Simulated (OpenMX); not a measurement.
## HfIn4SiO6: equation of state with PBE

The system is HfIn4SiO6.

```
CELL_PARAMETERS angstrom
5.27743 0.00000 0.00000
-2.63872 4.57039 0.00000
0.00000 0.00000 10.55905
ATOMIC_POSITIONS crystal
Hf 0.66667 0.33333 0.00000
In 0.00000 0.00000 0.30446
In 0.00000 0.00000 0.69554
In 0.33333 0.66667 0.78919
In 0.33333 0.66667 0.21081
Si 0.00000 0.00000 0.00000
O 0.97300 0.70496 0.89972
O 0.29504 0.02700 0.10028
O 0.29504 0.26804 0.89972
O 0.73196 0.70496 0.10028
O 0.73196 0.02700 0.89972
O 0.97300 0.26804 0.10028
```

The cell was built by a generator and needn't be a form met in nature.

```
Program             : OpenMX 3.8.5
Task                : equation of state
Functional          : PBE
Potentials or basis : OpenMX 2013 PBE set, Hf7.0-s3p2d2, In7.0-s3p2d1, Si7.0-s2p1d1, O6.0-s2p2, fixed grid of 60 × 60 × 144 points
k mesh              : 7 × 7 × 3
Occupations         : fermi-dirac, width 0.05 eV
Spin                : no spin polarisation
```

```yaml
Equilibrium_volume: 21.60 Å³/atom
Bulk_modulus_at_fixed_shape_and_positions: 80 GPa
Pressure_derivative_of_the_bulk_modulus: 4.2
```

Energy against volume, from the lowest point:
```tsv
volume (Å³/atom)	energy (meV/atom)
19.950	36.14
20.375	19.25
20.799	7.93
21.224	1.67
21.648	0.00
22.073	2.43
22.497	8.57
```

Caveat: the basis has few d functions beyond the semicore shells, which can make volumes several per cent too large; volumes in these bases differ from converged ones by about 1 %, for some elements by several; the cell was scaled at fixed shape and fractional positions, which overstates the stiffness of a crystal with free parameters, most of all of layers and chains; the basis of atomic orbitals isn't converged, which shifts pressures, moduli and gaps. The run has no spin-orbit coupling, so splittings on Hf are missing.
